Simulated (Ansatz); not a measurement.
**TiH+ (triplet): PBE, BLYP over a scan of the distance Ti1–H2, def2-TZVPP**

How well do these functionals follow the top wave-function level for TiH+ (triplet) over a scan of the distance Ti1–H2?

Method: def2-TZVPP, all electrons in the functionals; program: Ansatz 0.2.0, Gaussian basis.

Plan: PBE, BLYP, at 1.323 Å; 1.522 Å; 1.694 Å; 1.899 Å; 2.086 Å; 2.290 Å; 2.746 Å; 3.188 Å; 3.760 Å; 4.484 Å; 5.793 Å.

48 further runs of the same task are left out: 30 for a known fault of the program, 18 that didn't finish. Runs told in other sessions of the task aren't counted.

### 1 The geometry

The geometry derives from a PBE0/def2-TZVP stationary point (not a proven minimum). One bond is set to the value named and the two fragments are kept rigid.

2 atoms, charge 1, spin multiplicity 3.

Atoms are counted from 1 here; the program's logs count them from 0.

Bond lengths: Ti1–H2 1.694 Å.

As a file:

```
Ti    0.00000    0.00000    0.00000
H     0.00000    0.00000    1.69440
```

No dispersion term is added.

The geometry shown and the zero of energy belong to the point 1.694 Å. The yardstick, FCI, and other wave-function levels (R restricted, U unrestricted, valence and pair active spaces) come from earlier runs.

### 2 PBE, 1.323 Å

in.yaml

```yaml
crystal:
  periodic: [false, false, false]
  atoms:
    - {symbol: Ti, position_ang: [0.000000, 0.000000, 0.000000]}
    - {symbol: H, position_ang: [0.000000, 0.000000, 1.323000]}
basis:
  gaussian: {orbitals: def2-TZVPP}
total_charge: 1
magnetization: {spin_polarized: true, initial_magnetization: 2}
hamiltonian: {xc: {name: PBE}}
output: {orbitals: {seedname: orbitals}}
```

The run is started by

```
ansatz run in.yaml --threads 1 --pin off --events-out ev --progress --plain --max-ram 2393MiB
```

After this run come: PBE, 1.522 Å; PBE, 1.694 Å; PBE, 1.899 Å; PBE, 2.086 Å; PBE, 2.290 Å; PBE, 2.746 Å; PBE, 3.188 Å; PBE, 3.760 Å; PBE, 4.484 Å; PBE, 5.793 Å; BLYP, 1.323 Å; BLYP, 1.522 Å; BLYP, 1.694 Å; BLYP, 1.899 Å; BLYP, 2.086 Å; BLYP, 2.290 Å; BLYP, 2.746 Å; BLYP, 3.188 Å; BLYP, 3.760 Å; BLYP, 4.484 Å; BLYP, 5.793 Å.

Q: Predict the results of all the runs planned. Wanted: span of the FCI curve; largest miss, PBE; largest miss, BLYP; largest miss, RCCSD(T); largest miss, UCCSD(T).

The runs gave:

```
              quantity                   value
 span of the FCI curve            248.4 kJ/mol
     largest miss, PBE  -28.5 kJ/mol (1.323 Å)
    largest miss, BLYP  -23.9 kJ/mol (1.323 Å)
largest miss, RCCSD(T)  -14.7 kJ/mol (4.484 Å)
largest miss, UCCSD(T)   +1.5 kJ/mol (2.746 Å)
```

What this shows: BLYP strays by up to 23.9 kJ/mol, at 1.323 Å. BLYP clearly breaks the spin symmetry at some points (⟨S²⟩ up to 1.00 above the pure value), so energy there is bought with a mixed spin. Functionals and the yardstick converge differently with the basis, so part of each miss in def2-TZVPP is the basis.
